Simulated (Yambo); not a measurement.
# MgS (Niningerite) (Fm-3m) in Yambo: further runs

One crystal, MgS (Niningerite), is run at these levels: PBEsol; tasks: optical spectrum.

All numbers are computed with Yambo 5.3.0; they aren't measurements. Logs are shortened: lines on timing, memory, paths and dates and some standing lists are left out, and cuts for length are marked.

## 1. Starting point

The structure is cubic, space group Fm-3m (No. 225). Conventional cell: a = 5.203 Å, b = 5.203 Å, c = 5.203 Å, α = 90.00°, β = 90.00°, γ = 90.00°. Around S (site symmetry m-3m) lie 6 Mg at 2.60 Å. Mg (site symmetry m-3m) has 6 S at 2.60 Å as nearest neighbours.

## 2. Optical spectrum, PBEsol

Input file optics3.in:

```
optics
chi
Chimod= "IP"
% BndsRnXd
 1 | 23 |
%
% LongDrXd
 1 | 1 | 1 |
%
% QpntsRXd
 1 | 1 |
%
% EnRngeXd
 0 | 20 | eV
%
% DmRngeXd
 0.1 | 0.1 | eV
%
ETStpsXd= 200
```

Input file scf.in:

```
&CONTROL
  calculation = 'scf'
  prefix = 'pwscf'
  outdir = './tmp'
  pseudo_dir = './pseudo'
/
&SYSTEM
  ibrav = 0
  nat = 2
  ntyp = 2
  ecutwfc = 84
  nbnd = 14
  occupations = 'smearing'
  smearing = 'fd'
  degauss = 0.00367493
  force_symmorphic = .true.
/
&ELECTRONS
  conv_thr = 4d-10
  electron_maxstep = 120
  mixing_beta = 0.5
/
ATOMIC_SPECIES
S     32.0600 S.upf
Mg    24.3050 Mg.upf
CELL_PARAMETERS bohr
   0.0000000000    4.9164059721    4.9164059721
   4.9164059721    0.0000000000    4.9164059721
   4.9164059721    4.9164059721    0.0000000000
ATOMIC_POSITIONS bohr
S      4.9164059721    4.9164059721    4.9164059721
Mg     0.0000000000    0.0000000000    0.0000000000
K_POINTS automatic
16 16 16 0 0 0
```

Input file nscf.in:

```
&CONTROL
  calculation = 'nscf'
  prefix = 'pwscf'
  outdir = './tmp'
  pseudo_dir = './pseudo'
/
&SYSTEM
  ibrav = 0
  nat = 2
  ntyp = 2
  ecutwfc = 84
  nbnd = 33
  occupations = 'fixed'
  force_symmorphic = .true.
/
&ELECTRONS
  conv_thr = 1d-08
  diago_full_acc = .true.
  diago_thr_init = 1d-06
/
ATOMIC_SPECIES
S     32.0600 S.upf
Mg    24.3050 Mg.upf
CELL_PARAMETERS bohr
   0.0000000000    4.9164059721    4.9164059721
   4.9164059721    0.0000000000    4.9164059721
   4.9164059721    4.9164059721    0.0000000000
ATOMIC_POSITIONS bohr
S      4.9164059721    4.9164059721    4.9164059721
Mg     0.0000000000    0.0000000000    0.0000000000
K_POINTS automatic
16 16 16 0 0 0
```

Potentials or basis: PseudoDojo 0.4.1 SR PBEsol standard.

Command:

```sh
$ OMP_NUM_THREADS=1 pw.x -in scf.in > scf.out
$ OMP_NUM_THREADS=1 pw.x -in nscf.in > nscf.out
$ cd tmp/pwscf.save; p2y; mv SAVE ../..; cd ../..
$ OMP_NUM_THREADS=1 yambo
$ OMP_NUM_THREADS=1 yambo -F optics3.in -J optics3 -C optics3_out
```

Yambo's report:

```text
[... sections 02.01 to 02.04 as in the set-up run ...]

  [02.05] Energies & Occupations
  ==============================

  [X] === General ===
  [X] Electronic Temperature                        :  0.000000  0.000000 [eV K]
  [X] Bosonic    Temperature                        :  0.000000  0.000000 [eV K]
  [X] Finite Temperature mode                       : no
  [X] El. density                                   :  0.45430E+24 [cm-3]
  [X] Fermi Level                                   :  6.311358 [eV]

  [X] === Gaps and Widths ===
  [X] Conduction Band Min                           :  2.702918 [eV]
  [X] Valence Band Max                              :  0.000000 [eV]
  [X] Filled Bands                                  :   8
  [X] Empty Bands                                   :    9   33
  [X] Direct Gap                                    :  3.589751 [eV]
  [X] Direct Gap localized at k                     :  1
  [X] Indirect Gap                                  :  2.702918 [eV]
  [X] Indirect Gap between kpts                     :    1   73
  [X] Last valence band width                       :  2.388374 [eV]
  [X] 1st conduction band width                     :  3.471320 [eV]

 [03] Transferred momenta grid and indexing
 ==========================================

 IBZ Q-points                                      :  145
 BZ  Q-points                                      :   4096

 K/Q-points units:
 rlu = crystal or reduced units; cc = cartesian coordinates; iku = interal k-units

 Q [  1]        [rlu]:  0.000000  0.000000  0.000000
 Q [  2]        [rlu]: -0.13947E-16 -0.13947E-16  0.62500E-01
 Q [  3]        [rlu]: -0.27893E-16 -0.27893E-16  0.12500
 Q [  4]        [rlu]:  0.37133E-17  0.37133E-17  0.18750
 Q [  5]        [rlu]: -0.55787E-16 -0.55787E-16  0.25000
 Q [  6]        [rlu]: -0.54810E-17 -0.54810E-17  0.31250
[... 42 lines left out ...]
 Q [ 49]        [rlu]: -0.26248E-16  0.25000      0.25000
 Q [ 50]        [rlu]: -0.27374E-16  0.25000      0.31250

 Remaining 95 points informations can be written running with -fatlog

 [WARNING] [Xd] User bands 1-23 break level degeneracy

 [04] Dipoles
 ============

  [04.01] Setup: observables and procedures
  =========================================

  [WF-Oscillators/G space/Transverse up loader] Normalization (few states)  min/max  :  0.84609E-17   1.0000

  [WR./optics3//ndb.dipoles]------------------------------------------------------
   Brillouin Zone Q/K grids (IBZ/BZ)                :    145   4096    145   4096
   RL vectors                                       :   4015 [WF]
   Fragmentation                                    : yes
   Electronic Temperature                           :  0.000000 [K]
   Bosonic    Temperature                           :  0.000000 [K]
   DIP band range                                   :   1  23
   DIP band range limits                            :   8   9
   DIP e/h energy range                             : -1.000000 -1.000000 [eV]
   RL vectors in the sum                            :   4015
   [r,Vnl] included                                 : yes
   Bands ordered                                    : yes
   Direct v evaluation                              : no
   Approach used                                    : G-space v
   Dipoles computed                                 : R V P [G-space]
   Wavefunctions                                    : Perdew, Burke & Ernzerhof SOL(X)+Perdew, Burke & Ernzerhof SOL(C)

  [WARNING] [r,Vnl^pseudo] included in position and velocity dipoles.

  [WARNING] In case H contains other non local terms, these are neglected

 [05] Optics
 ===========

 [X-CG] R(p) Tot o/o(of R):    14931   491520      100
```

Wall time 3.2 min (1 thread of Arm Neoverse V2, shared host); peak memory 0.32 GiB.

What came out:

```
Band gap on the k mesh, mean-field level       : 2.70 eV, indirect (least direct gap 3.59 eV)
Absorption peak                                : 5.93 eV
Electronic dielectric constant along the field : 6.05
```

Dielectric function (along the field direction of the input):
```csv
energy (eV),real part,imaginary part
0.30,6.06,0.08
0.80,6.13,0.08
1.31,6.28,0.09
1.81,6.50,0.10
2.31,6.85,0.12
2.81,7.36,0.16
3.32,8.17,0.25
3.82,9.58,0.76
4.32,11.32,1.53
4.82,13.80,4.87
5.33,11.86,11.67
5.83,7.01,15.43
6.33,-0.53,13.38
6.83,-0.29,7.84
7.34,0.57,10.07
7.84,-2.51,9.74
8.34,-3.92,6.60
8.84,-4.40,5.13
9.35,-3.49,3.86
9.85,-2.32,3.36
10.35,-2.71,2.42
10.85,-2.12,1.91
11.36,-2.17,1.52
11.86,-1.76,1.19
12.36,-1.54,0.97
12.86,-1.37,0.84
13.37,-1.16,0.61
13.87,-0.87,0.53
14.37,-0.77,0.48
14.87,-0.59,0.41
15.38,-0.42,0.32
15.88,-0.27,0.36
16.38,-0.27,0.32
16.88,-0.11,0.24
17.39,-0.05,0.27
17.89,-0.01,0.24
18.39,0.06,0.23
18.89,0.12,0.19
19.40,0.15,0.24
20.00,0.20,0.20
```

Caveat: independent-particle spectra lack excitons.

## 3. Optical spectrum, PBEsol

Input file optics4.in:

```
optics
chi
Chimod= "HARTREE"
% BndsRnXd
 1 | 23 |
%
NGsBlkXd= 3 Ry
% LongDrXd
 0 | 0 | 1 |
%
% QpntsRXd
 1 | 1 |
%
% EnRngeXd
 0 | 30 | eV
%
% DmRngeXd
 0.2 | 0.2 | eV
%
ETStpsXd= 150
```

scf.in is that of step 2.

nscf.in is that of step 2.

Potentials or basis: PseudoDojo 0.4.1 SR PBEsol standard.

Command:

```sh
$ OMP_NUM_THREADS=1 pw.x -in scf.in > scf.out
$ OMP_NUM_THREADS=1 pw.x -in nscf.in > nscf.out
$ cd tmp/pwscf.save; p2y; mv SAVE ../..; cd ../..
$ OMP_NUM_THREADS=1 yambo
$ OMP_NUM_THREADS=1 yambo -F optics4.in -J optics4 -C optics4_out
```

Yambo's report:

```text
[... sections 02.01 to 02.04 as in the set-up run ...]

  [02.05] Energies & Occupations
  ==============================

  [X] === General ===
  [X] Electronic Temperature                        :  0.000000  0.000000 [eV K]
  [X] Bosonic    Temperature                        :  0.000000  0.000000 [eV K]
  [X] Finite Temperature mode                       : no
  [X] El. density                                   :  0.45430E+24 [cm-3]
  [X] Fermi Level                                   :  6.311358 [eV]

  [X] === Gaps and Widths ===
  [X] Conduction Band Min                           :  2.702918 [eV]
  [X] Valence Band Max                              :  0.000000 [eV]
  [X] Filled Bands                                  :   8
  [X] Empty Bands                                   :    9   33
  [X] Direct Gap                                    :  3.589751 [eV]
  [X] Direct Gap localized at k                     :  1
  [X] Indirect Gap                                  :  2.702918 [eV]
  [X] Indirect Gap between kpts                     :    1   73
  [X] Last valence band width                       :  2.388374 [eV]
  [X] 1st conduction band width                     :  3.471320 [eV]

 [03] Transferred momenta grid and indexing
 ==========================================

 IBZ Q-points                                      :  145
 BZ  Q-points                                      :   4096

 K/Q-points units:
 rlu = crystal or reduced units; cc = cartesian coordinates; iku = interal k-units

 Q [  1]        [rlu]:  0.000000  0.000000  0.000000
 Q [  2]        [rlu]: -0.13947E-16 -0.13947E-16  0.62500E-01
 Q [  3]        [rlu]: -0.27893E-16 -0.27893E-16  0.12500
 Q [  4]        [rlu]:  0.37133E-17  0.37133E-17  0.18750
 Q [  5]        [rlu]: -0.55787E-16 -0.55787E-16  0.25000
 Q [  6]        [rlu]: -0.54810E-17 -0.54810E-17  0.31250
[... 42 lines left out ...]
 Q [ 49]        [rlu]: -0.26248E-16  0.25000      0.25000
 Q [ 50]        [rlu]: -0.27374E-16  0.25000      0.31250

 Remaining 95 points informations can be written running with -fatlog

 [WARNING] [Xd] User bands 1-23 break level degeneracy

 [04] Dipoles
 ============

  [04.01] Setup: observables and procedures
  =========================================

  [WF-Oscillators/G space/Transverse up loader] Normalization (few states)  min/max  :  0.84609E-17   1.0000

  [WR./optics4//ndb.dipoles]------------------------------------------------------
   Brillouin Zone Q/K grids (IBZ/BZ)                :    145   4096    145   4096
   RL vectors                                       :   4015 [WF]
   Fragmentation                                    : yes
   Electronic Temperature                           :  0.000000 [K]
   Bosonic    Temperature                           :  0.000000 [K]
   DIP band range                                   :   1  23
   DIP band range limits                            :   8   9
   DIP e/h energy range                             : -1.000000 -1.000000 [eV]
   RL vectors in the sum                            :   4015
   [r,Vnl] included                                 : yes
   Bands ordered                                    : yes
   Direct v evaluation                              : no
   Approach used                                    : G-space v
   Dipoles computed                                 : R V P [G-space]
   Wavefunctions                                    : Perdew, Burke & Ernzerhof SOL(X)+Perdew, Burke & Ernzerhof SOL(C)

  [WARNING] [r,Vnl^pseudo] included in position and velocity dipoles.

  [WARNING] In case H contains other non local terms, these are neglected

 [05] Optics
 ===========

 [X-CG] R(p) Tot o/o(of R):    14931   491520      100
```

o-optics4.eel_q1_inv_rpa_dyson:

```text
# Electron Energy Loss @ Q(1):   0.00000000      0.00000000      1.00000000    [q->0 direction]
#
# [ X ] Hartree size                              :  27
# [GEN] GF Energies                               : Perdew, Burke & Ernzerhof SOL(X)+Perdew, Burke & Ernzerhof SOL(C)
# [GEN] Green`s Function                          : T-ordered
#
# [GEN] Gauge                                     : Length
# [GEN] [r,Vnl] included                          : yes
#
#    E[1] [eV]          Im(eel)            Re(eel)            Im(eel_o)          Re(eel_o)
#
        0.000000           0.004406          -0.192997           0.004216          -0.165234
        0.201342           0.004415          -0.192847           0.004223          -0.165097
        0.402685           0.004440          -0.192397           0.004244          -0.164683
        0.604027           0.004481          -0.191644           0.004279          -0.163991
        0.805369           0.004541          -0.190584           0.004328          -0.163019
        1.006711           0.004618          -0.189212           0.004393          -0.161761
[... 142 lines left out ...]
        29.79866           0.386699          -1.835648           0.039381          -1.498828
        30.00000           0.322498          -1.839271           0.036477          -1.485937
#
```

Run time: 3.3 min. Hardware: 1 thread of Arm Neoverse V2, shared host; peak memory 1 GiB.

What came out:

* Band gap on the k mesh, mean-field level: 2.70 eV, indirect (least direct gap 3.59 eV)
* Absorption peak: 6.04 eV
* Electronic dielectric constant along the field: 5.18
* Electronic dielectric constant along the field, independent particles: 6.05
* Peak of the energy-loss function: 17.1 eV

Dielectric function (along the field direction of the input):
| energy (eV) | real part | imaginary part |
| --- | --- | --- |
| 0.40 | 5.19 | 0.12 |
| 0.81 | 5.24 | 0.12 |
| 1.21 | 5.33 | 0.13 |
| 1.81 | 5.54 | 0.16 |
| 2.21 | 5.75 | 0.18 |
| 2.82 | 6.22 | 0.26 |
| 3.22 | 6.71 | 0.36 |
| 3.83 | 7.83 | 0.92 |
| 4.23 | 8.72 | 1.56 |
| 4.83 | 10.44 | 4.18 |
| 5.23 | 9.89 | 8.08 |
| 5.84 | 5.43 | 11.09 |
| 6.24 | 1.14 | 10.87 |
| 6.85 | -0.32 | 5.85 |
| 7.25 | 0.88 | 5.88 |
| 7.85 | 0.23 | 5.79 |
| 8.26 | -0.44 | 5.50 |
| 8.86 | -1.43 | 5.05 |
| 9.26 | -1.46 | 3.79 |
| 9.87 | -0.97 | 3.09 |
| 10.27 | -1.29 | 2.95 |
| 10.87 | -1.05 | 2.35 |
| 11.28 | -1.13 | 2.33 |
| 11.88 | -1.08 | 1.80 |
| 12.28 | -0.95 | 1.61 |
| 12.89 | -0.86 | 1.45 |
| 13.29 | -0.93 | 1.30 |
| 13.89 | -0.74 | 0.92 |
| 14.30 | -0.64 | 0.85 |
| 14.90 | -0.48 | 0.66 |
| 15.30 | -0.39 | 0.55 |
| 15.91 | -0.19 | 0.50 |
| 16.31 | -0.17 | 0.48 |
| 16.91 | -0.04 | 0.35 |
| 17.32 | 0.04 | 0.36 |
| 17.92 | 0.11 | 0.34 |
| 18.32 | 0.16 | 0.32 |
| 18.93 | 0.22 | 0.29 |
| 19.33 | 0.29 | 0.31 |
| 19.93 | 0.30 | 0.29 |

Energy-loss function:
```json
{"energy (eV)": "0.0", "loss": "0.004"}
{"energy (eV)": "1.2", "loss": "0.005"}
{"energy (eV)": "2.6", "loss": "0.006"}
{"energy (eV)": "3.8", "loss": "0.015"}
{"energy (eV)": "5.2", "loss": "0.050"}
{"energy (eV)": "6.4", "loss": "0.110"}
{"energy (eV)": "7.9", "loss": "0.173"}
{"energy (eV)": "9.1", "loss": "0.202"}
{"energy (eV)": "10.5", "loss": "0.311"}
{"energy (eV)": "11.7", "loss": "0.376"}
{"energy (eV)": "13.1", "loss": "0.512"}
{"energy (eV)": "14.3", "loss": "0.754"}
{"energy (eV)": "15.7", "loss": "1.616"}
{"energy (eV)": "16.9", "loss": "2.788"}
{"energy (eV)": "18.3", "loss": "2.480"}
{"energy (eV)": "19.5", "loss": "1.717"}
{"energy (eV)": "20.9", "loss": "1.499"}
{"energy (eV)": "22.1", "loss": "0.854"}
{"energy (eV)": "23.6", "loss": "0.719"}
{"energy (eV)": "24.8", "loss": "0.532"}
{"energy (eV)": "26.2", "loss": "0.554"}
{"energy (eV)": "27.4", "loss": "0.490"}
{"energy (eV)": "28.8", "loss": "0.647"}
{"energy (eV)": "30.0", "loss": "0.322"}
```

Caveat: these spectra lack excitons.
